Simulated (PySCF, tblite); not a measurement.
**C4H10NPSi: geometry, infrared bands and NMR shifts**

What infrared bands and NMR shifts should C4H10NPSi (`C[Si@@H](P)C#CCN`) show?

The runs use tblite 0.8.0 and PySCF 2.14.0, with density-fitted response routines of our own; the level of theory stands in each step. All values are computed, except where a source is named. Atoms count from 0, in the outputs and in this text.

## 1. The molecule as given

17 atoms, charge 0, multiplicity 1; geometry from: force field or distance geometry start.

Bonds of the start (Å): C0–Si1 1.83, Si1–P2 2.21, Si1–C3 1.88, C3–C4 1.20, C4–C5 1.46, C5–N6 1.46, C0–H7 1.10, C0–H8 1.10, C0–H9 1.10, Si1–H10 1.49, P2–H11 1.40, P2–H12 1.42, C5–H13 1.10, C5–H14 1.10, N6–H15 1.00, N6–H16 1.02.

## 2. Geometry optimisation with GFN2-xTB

What the job is given:

```
{"job": {"kind": "relax", "xc": "GFN2-xTB", "basis": "xTB"}, "charge": 0, "multiplicity": 1}
C     -2.935000    -0.614200     0.521900
Si    -1.294700    -1.181300    -0.071500
P     -1.241100    -1.136000    -2.284500
C      0.105000    -0.078200     0.514200
C      1.002300     0.620500     0.900600
C      2.101800     1.478300     1.335600
N      3.358200     1.020600     0.749800
H     -3.146400     0.416900     0.199800
H     -3.740700    -1.255400     0.144300
H     -3.005000    -0.627300     1.620200
H     -1.051500    -2.589600     0.357300
H      0.133000    -1.364000    -2.437900
H     -1.163400     0.273300    -2.415200
H      2.192500     1.460200     2.427000
H      1.925200     2.525700     1.042300
H      3.255100     1.016200    -0.248400
H      3.497600     0.046400     1.021200
```

Launch:

```console
$ OMP_NUM_THREADS=1 python probes_run.py task.json out
```

The driver reads the jobs from task.json and runs them one after another.

**Question.** This job is followed by: GFN2-xTB harmonic vibrations, gas phase; GIAO PBE0/pcSseg-1 NMR shielding, non-relativistic, gas phase. Predict these results of the whole session: strongest single infrared mode (GFN2-xTB); zero-point energy (GFN2-xTB); 13C shifts against TMS (PBE0/pcSseg-1); 1H shifts against TMS (PBE0/pcSseg-1, means over atoms taken as alike); 29Si shifts against TMS (PBE0/pcSseg-1); 31P shifts against H3PO4 (PBE0/pcSseg-1); 15N shifts against NH3 (PBE0/pcSseg-1).

The runs gave:

```
                                                              quantity                                   value
                             strongest single infrared mode (GFN2-xTB)                   2165 cm⁻¹, 246 km/mol
                                          zero-point energy (GFN2-xTB)                           79.0 kcal/mol
                                13C shifts against TMS (PBE0/pcSseg-1)             120.6, 90.8, 36.7, -1.2 ppm
1H shifts against TMS (PBE0/pcSseg-1, means over atoms taken as alike)  4.76, 3.61, 3.59, 1.26, 0.86, 0.34 ppm
                               29Si shifts against TMS (PBE0/pcSseg-1)                               -45.7 ppm
                              31P shifts against H3PO4 (PBE0/pcSseg-1)                              -273.6 ppm
                                15N shifts against NH3 (PBE0/pcSseg-1)                                45.8 ppm
```

Over 46 steps the energy fell by 0.162 eV; of the close pairs, C0–Si1 changed most, 1.834 to 1.901 Å. No mode is imaginary among the 45: a minimum at this level. The strongest single mode, at 2165 cm⁻¹, moves mainly H10. Unscaled tight-binding wavenumbers are off by several per cent, some by more. Its intensities can rank the bands wrongly. At PBE0/pcSseg-1: The largest span, 295 ppm, is at C4, where the paramagnetic term is -210 ppm.
